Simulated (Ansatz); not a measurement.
# Nb2Te6Mo: the cost of one run

Program: Ansatz 0.2.0. Level of theory: DFT PBE, scalar-relativistic, plane waves, PAW. These are calculated values, not measurements.

**1. Starting point**

It takes space group P-3m1 (No. 164, trigonal). Conventional cell: a = 3.724 Å, b = 3.724 Å, c = 21.464 Å, α = 90.00°, β = 90.00°, γ = 120.00°. Around Nb (site symmetry 3m) lie 6 Te at 2.82 Å. Te (site symmetry 3m) has 3 Nb at 2.82 Å as nearest neighbours. Te (site symmetry 3m) has 3 Mo at 2.82 Å as nearest neighbours. Around Mo (site symmetry -3m) lie 6 Te at 2.82 Å.

Structure file:

```
CELL_PARAMETERS angstrom
3.72377 0.00000 0.00000
-1.86188 3.22488 0.00000
0.00000 0.00000 21.46384
ATOMIC_POSITIONS crystal
Nb 0.00000 0.00000 0.83333
Nb 0.00000 0.00000 0.16667
Te 0.66667 0.33333 0.08188
Te 0.66667 0.33333 0.41521
Te 0.66667 0.33333 0.74854
Te 0.33333 0.66667 0.91812
Te 0.33333 0.66667 0.25146
Te 0.33333 0.66667 0.58479
Mo 0.00000 0.00000 0.50000
```

The start is an ordering of an alloy on its end members' structure types: elements ordered on the sites of the NbTe2 type, Nb/Mo on Nb (P-3m1, No. 164).

**2. The guess as it stands, on a coarse mesh**

Contents of input.yaml:

```yaml
crystal:
  lattice:
    - [3.72376748, 0.0, 0.0]
    - [-1.86188374, 3.22487724, 0.0]
    - [0.0, 0.0, 21.4638403]
  atoms:
    - { symbol: Nb, position: [0.0, 0.0, 0.83333333] }
    - { symbol: Nb, position: [0.0, 0.0, 0.16666667] }
    - { symbol: Te, position: [0.66666667, 0.33333333, 0.08187741] }
    - { symbol: Te, position: [0.66666667, 0.33333333, 0.41521074] }
    - { symbol: Te, position: [0.66666667, 0.33333333, 0.74854408] }
    - { symbol: Te, position: [0.33333333, 0.66666667, 0.91812259] }
    - { symbol: Te, position: [0.33333333, 0.66666667, 0.25145592] }
    - { symbol: Te, position: [0.33333333, 0.66666667, 0.58478926] }
    - { symbol: Mo, position: [0.0, 0.0, 0.5] }
basis:
  ecutwfc: 420
kpoints:
  mp_grid: { grid: [6, 6, 1] }
hamiltonian:
  xc: pbe
scf:
  occupations: { method: gaussian, width: 0.1 }
  lower_state_search: "off"
output:
  forces: true
  stress: true
  eigenvalues: true
```

Command:

```
$ ansatz run input.yaml --threads 1 --pin off --max-ram 2560MiB --backend cpu --events-out ev --progress --plain --runs-dir out
```

**Question.** How long does this run take on 1 thread of AMD EPYC 9R45 (Zen 5), shared host, and how much memory does it need?

About 3.8 s, with a peak of 0.58 GiB.
